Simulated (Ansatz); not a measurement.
Born–Oppenheimer molecular dynamics of a periodic cell of 26 atoms, CaPH5O6 (host CaPH5O6, host structure Cc). It goes on from the last frame of an earlier run, with new velocities.

Level of theory: DFT PBEsol, scalar-relativistic, plane waves, PAW in Ansatz. Settings: accuracy low, cutoff 420 eV, k mesh 2x2x2, fermi-dirac smearing 0.05 eV, no spin polarisation.

* ensemble: NVT, Langevin thermostat
* time step: 0.5 fs
* steps asked: 200
* set temperature: 1920 K
* friction: 0.01 /fs
* seed: 315814

First frame:

```xyz
26
Lattice="3.1687 -7.5710 0.0000 3.1687 7.5710 0.0000 -2.7890 0.0000 5.0915" Properties=species:S:1:pos:R:3
Ca 2.511 -2.728 3.471
Ca 4.229 2.331 1.768
H 2.663 -2.369 0.581
H 1.892 2.836 3.398
H 2.867 7.214 0.023
H 1.909 -7.450 3.454
H 2.203 6.489 1.331
H 1.112 -6.500 4.484
H 1.236 0.178 1.946
H 2.906 -0.043 0.141
H 0.937 -1.137 1.355
H 0.589 1.273 4.431
P -0.639 -2.519 3.546
P 0.943 2.715 1.272
O -0.016 -1.749 4.888
O 1.504 2.046 2.610
O 0.515 -3.147 2.748
O 2.076 3.227 0.323
O 1.708 6.118 2.950
O 3.165 -5.945 0.748
O 1.730 3.763 4.100
O 3.019 -3.742 1.648
O 2.727 6.294 0.435
O 1.519 -6.614 3.611
O 1.577 -0.766 2.129
O 0.293 1.097 5.337
```

(1) What does the run give?

(2) What happens to the structure?

(3) How do temperature and energy run in time?

Results:

(1) All steps were run.

```json
{
  "steps done": "200",
  "time covered": "100 fs",
  "mean temperature over the second half": "1916 K",
  "spread of the potential energy over the second half": "20.7 meV per atom",
  "mean potential energy of the second half above the start": "106.4 meV per atom"
}
```

A run of 0.1 ps of so small a system gives no equilibrium averages. Limits of this set-up: coarse k mesh, low accuracy level.

(2) Mean squared displacements from the first frame to the last, about the centre of mass: Ca 0.50 Å², H 1.94 Å², P 0.14 Å², O 0.44 Å². This is one draw of velocities; another would differ in detail.

(3) 
| time (fs) | T (K) | potential energy less start (eV) |
| --- | --- | --- |
| 0.0 | 1846 | 0.000 |
| 3.0 | 1786 | 0.551 |
| 6.0 | 1575 | 1.577 |
| 9.0 | 1847 | 1.305 |
| 12.0 | 1867 | 1.208 |
| 15.0 | 1925 | 1.176 |
| 18.0 | 1885 | 1.661 |
| 21.0 | 1923 | 2.106 |
| 24.0 | 1811 | 2.321 |
| 27.0 | 1595 | 2.790 |
| 30.0 | 1737 | 2.850 |
| 33.0 | 1957 | 1.834 |
| 36.0 | 1830 | 2.053 |
| 39.0 | 2195 | 1.295 |
| 42.0 | 1800 | 2.220 |
| 45.0 | 1809 | 2.910 |
| 48.0 | 1846 | 3.097 |
| 51.0 | 2115 | 2.544 |
| 54.0 | 1939 | 2.750 |
| 57.0 | 1955 | 2.282 |
| 60.0 | 1652 | 3.194 |
| 63.0 | 1628 | 3.261 |
| 66.0 | 1783 | 2.869 |
| 69.0 | 1679 | 3.172 |
| 72.0 | 1799 | 2.919 |
| 75.0 | 2195 | 1.905 |
| 78.0 | 1830 | 2.736 |
| 81.0 | 1948 | 2.336 |
| 84.0 | 2103 | 2.434 |
| 87.0 | 2098 | 2.061 |
| 90.0 | 1805 | 3.211 |
| 93.0 | 1914 | 3.090 |
| 96.0 | 1701 | 3.965 |
| 99.0 | 2194 | 2.575 |

Run time: 19 min on 1 thread of Arm Neoverse V2, on a shared host, peak memory 0.65 GiB.
